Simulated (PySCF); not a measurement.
# BH₉N₂Si₂: electronic excitations and core binding energies

What electronic excitations and core binding energies should BH₉N₂Si₂ (`N[SiH2]B(N)[SiH3]`) show?

The runs use PySCF 2.14.0, with density-fitted response routines of our own; the level of theory stands in each step. All values are computed, except where a source is named. Atoms count from 0, in the outputs and in this text.

## 1. The molecule as given

14 atoms, charge 0, multiplicity 1; geometry from: GFN2-xTB.

Bonds of the start (Å): N0–Si1 1.73, Si1–B2 1.97, B2–N3 1.39, B2–Si4 1.97, N0–H5 1.01, N0–H6 1.01, Si1–H7 1.48, Si1–H8 1.49, N3–H9 1.01, N3–H10 1.01, Si4–H11 1.48, Si4–H12 1.47, Si4–H13 1.48.

## 2. Excited states and response: PBE0/def2-SVPD

What the job is given:

```
{"job": {"kind": "uv", "xc": "PBE0", "basis": "def2-SVPD", "nstates": 8, "ntriplets": 3}, "charge": 0, "multiplicity": 1}
N     -1.846771    -1.380836    -0.073658
Si    -1.484037     0.264729     0.334271
B      0.469442     0.501067     0.287347
N      1.033417     1.375373     1.201592
Si     1.677791    -0.397796    -0.983119
H     -1.355982    -1.798723    -0.847518
H     -2.811019    -1.670976    -0.096348
H     -2.150394     0.415521     1.646377
H     -2.222497     1.239135    -0.518550
H      0.510383     1.884209     1.898297
H      2.020881     1.576906     1.260876
H      1.411875    -0.072490    -2.398059
H      1.639028    -1.870851    -0.934059
H      3.107203    -0.065740    -0.799617
```

Level: TDDFT PBE0/def2-SVPD, vertical, gas phase, core orbitals frozen in the response.

Command:

```sh
> OMP_NUM_THREADS=1 python probes_run.py task.json out
```

The driver reads the jobs from task.json and runs them one after another.

**Question.** This job is followed by: delta-SCF UKS SCAN, pcX-2 on the ionised atom, pcseg-1 elsewhere, spin-free X2C. Predict these results of the whole session: lowest singlet (PBE0/def2-SVPD); brightest single state of those computed; lowest triplet; surface potential, 1st and 99th percentile; N1s binding energies, SCAN/pcX-2; Si1s binding energies, SCAN/pcX-2; Si2p binding energies, SCAN/pcX-2; B1s binding energies, SCAN/pcX-2.

As calculated:

| quantity | value |
| --- | --- |
| lowest singlet (PBE0/def2-SVPD) | 4.63 eV (268 nm), f = 0.002 |
| brightest single state of those computed | state 7, 6.97 eV, f = 0.087 |
| lowest triplet | 4.04 eV |
| surface potential, 1st and 99th percentile | -1.31 V and 1.98 V |
| N1s binding energies, SCAN/pcX-2 | N3 405.60, N0 404.20 eV |
| Si1s binding energies, SCAN/pcX-2 | Si1 1845.79, Si4 1845.66 eV |
| Si2p binding energies, SCAN/pcX-2 | Si1 106.23, Si4 106.20 eV |
| B1s binding energies, SCAN/pcX-2 | B2 195.15 eV |

**Reading.** The lowest singlet, at 4.63 eV, is HOMO→LUMO 0.84, HOMO−1→LUMO 0.15 and is weak; of the 8 states computed, the strongest absorption comes from states 7 to 8 together at 6.97 eV (the last computed, so partners may be missing). The lowest triplet lies 0.59 eV below the lowest singlet (triplets in Tamm-Dancoff, singlets in full TDDFT). At PBE0/def2-SVPD, counted by nearest atom on the grid, the HOMO lies on N0 53 %; H8 18 %, the LUMO on B2 49 %; N3 12 %. N3 (nitrogen bonded to B, 2 H) binds its N1s electron 1.40 eV more tightly than N0 (nitrogen bonded to Si, 2 H). The Si1s levels kept as sound span 0.13 eV, from Si4 (silicon bonded to B, 3 H) up to Si1 (silicon bonded to B, N, 2 H). The Si2p levels computed lie within 0.03 eV of one another, too close to rank.
